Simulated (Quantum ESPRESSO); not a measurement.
**GaF: zone-centre phonons and dielectric response under several settings**

```xyz
2
Lattice="0.0000 2.8462 2.8462 2.8462 0.0000 2.8462 2.8462 2.8462 0.0000" Properties=species:S:1:pos:R:3 pbc="T T T"
Ga    1.4231    1.4231    1.4231
F     0.0000    0.0000    0.0000
```

The cell was built by a generator and needn't be a form met in nature.

All runs used Quantum ESPRESSO 7.5; potentials JTH 2.0 PBE; k mesh 6 × 6 × 6, shifted; relaxed cell; no spin polarisation; cutoff 707 eV; occupations smeared at first, fixed for the response.

```csv
level,volume (Å³/atom),pressure (GPa),lowest optical mode without the field (cm⁻¹),highest mode with the field (cm⁻¹),ε∞ (mean),ε0 (mean),Born charge of atom 1 (e)
PBE,22.71,0.0,70,215,3.96,37.4,1.50
PBE+D2,?,0.0,?,?,?,?,?
PBE+D3(BJ),24.08,-0.1,107,230,3.66,16.9,1.49
rPW86PBE+rVV10,21.95,0.0,99,222,4.21,21.0,1.48
rev-vdW-DF2,22.12,0.0,80,218,4.05,30.2,1.49
```

Q: What stands in the row left open?

A: Volume 21.26 Å³/atom; lowest optical mode without the field 84 cm⁻¹; highest mode with the field 216 cm⁻¹; ε∞ 4.40; ε0 29.6; Born charge of atom 1 1.50 e.

Caveats: the potentials were made for another functional, which shifts forces and pressure (some runs).
